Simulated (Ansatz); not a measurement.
Runs of Ansatz 0.2.0 on Ba2Tl5V3O12. Symmetry: C2, No. 5, monoclinic system. Conventional cell: a = 12.980 Å, b = 13.354 Å, c = 6.079 Å, α = 90.00°, β = 109.30°, γ = 90.00°. Ba (site symmetry 2) is surrounded by 6 O at 2.58 to 2.76 Å. Ba (site symmetry 2) is surrounded by 8 O at 2.76 to 3.03 Å. Around V (site symmetry 1) lie 4 O at 1.72 to 1.75 Å. V (site symmetry 2) is surrounded by 4 O at 1.71 to 1.76 Å. Tl (site symmetry 1) is surrounded by 3 O at 2.57 to 2.74 Å. Around Tl (site symmetry 2) lie 4 O at 2.66 to 2.69 Å. Tl (site symmetry 1) is surrounded by 3 O at 2.55 to 2.75 Å. O (site symmetry 1) is surrounded by 1 V at 1.75 Å. The cell was built by a generator and needn't be a form met in nature.

```csv
task,level,potentials or basis,cell,k mesh,cutoff (eV),smearing,target pressure (GPa),gap on the mesh (eV),pressure (GPa),moment (μB),relaxed volume (Å³/atom),largest force (eV/Å)
single point,PBE,PseudoDojo standard (PBE files),as given,3 × 3 × 5,1143,fermi-dirac 0.05 eV,-,(a),-0.1,0.00,-,0.05
relaxation of cell and atoms,PBE,Ansatz PAW,relaxed to 10 GPa,2 × 2 × 4,420,fermi-dirac 0.05 eV,10,(b),10.0,0.00,-,0.01
relaxation of cell and atoms,PBE+D4,Ansatz PAW,relaxed,2 × 2 × 4,420,fermi-dirac 0.05 eV,-,2.79,0.0,0.00,21.35,-
single point,PBE,SPMS NC,as given,3 × 3 × 5,1034,fermi-dirac 0.05 eV,-,2.89,0.0,0.00,-,0.03
relaxation of cell and atoms,PBE,Ansatz PAW,relaxed to 20 GPa,2 × 2 × 4,420,fermi-dirac 0.05 eV,20,1.59,20.0,0.00,-,0.01
Born charges and dielectric tensor,PBE,Ansatz PAW,as given,2 × 2 × 4,420,gaussian 0.01 eV,-,2.91,-,0.00,-,-
relaxation of cell and atoms,PBE,Ansatz PAW,relaxed to 2 GPa,2 × 2 × 4,420,fermi-dirac 0.05 eV,2,2.66,2.0,0.00,-,0.01
relaxation of cell and atoms,PBE,Ansatz PAW,relaxed,2 × 2 × 4,420,fermi-dirac 0.05 eV,-,2.91,0.0,0.00,(c),0.01
```

Alike in all rows: spin collinear, ferromagnetic start.

**Question.** Fill in the values left out.

**Answer.** (a) 2.90; (b) 2.13; (c) 22.60.

Caveats: spin-orbit coupling is left out, which as a rule narrows the gap of such compounds by several tenths of an eV; the starting moments weren't kept (some runs); the plane-wave basis is chosen anew once the cell has moved, so the energies of steps on either side of that aren't comparable (some runs); odd divisions of the mesh miss points on the zone boundary, where band edges often lie, so the gap on the mesh can be too wide (some runs); the volume moved by over 15 % at a fixed basis, so the end points are rough (some runs).

A k mesh can miss the band edges, and the runs leave out spin-orbit coupling on Ba, Tl.
